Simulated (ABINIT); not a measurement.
Crystal: Si2N.

```
CELL_PARAMETERS angstrom
-2.04556 2.04556 2.39837
2.04556 -2.04556 2.39837
2.04556 2.04556 -2.39837
ATOMIC_POSITIONS crystal
Si 0.75000 0.25000 0.50000
Si 0.25000 0.75000 0.50000
N 0.00000 0.00000 0.00000
```

The cell was built by a generator and needn't be a form met in nature.

```yaml
Program: ABINIT 10.8.3 (patched build)
Task: single point
Functional: PBE
Potentials_or_basis: JTH PAW PBE v2.0
Cutoff: 707 eV
k_mesh: 9 × 9 × 9
Occupations: fermi-dirac, width 0.05 eV
Spin: no spin polarisation
```

On this cell: pressure 0.2 GPa; largest force under 0.003 eV/Å; band gap on the k mesh none (metal or under the smearing width).

The same run follows on a disturbed copy (atoms moved at random, drawn with an rms of 0.05 Å):

```xyz
3
Lattice="-2.0456 2.0456 2.3984 2.0456 -2.0456 2.3984 2.0456 2.0456 -2.3984" Properties=species:S:1:pos:R:3 pbc="T T T"
Si    0.0143    2.0354    1.1333
Si    2.0555    0.0513    1.1899
N     0.0197    0.0074   -0.0503
```

Problem. What does the disturbed cell give?

Solution. The energy (extrapolated to zero smearing) moves by +2.1 meV/atom; pressure 0.3 GPa; largest force 0.536 eV/Å; band gap on the k mesh none (metal or under the smearing width).

Forces in eV/Å, atoms in the order of the input:
```
Si  -0.031 -0.098  0.526
Si  -0.046  0.217 -0.411
N    0.077 -0.119 -0.115
```

Stress tensor (GPa, compression positive):
```
 0.00 -0.02  0.00
-0.02 -0.47 -0.33
 0.00 -0.33  1.37
```
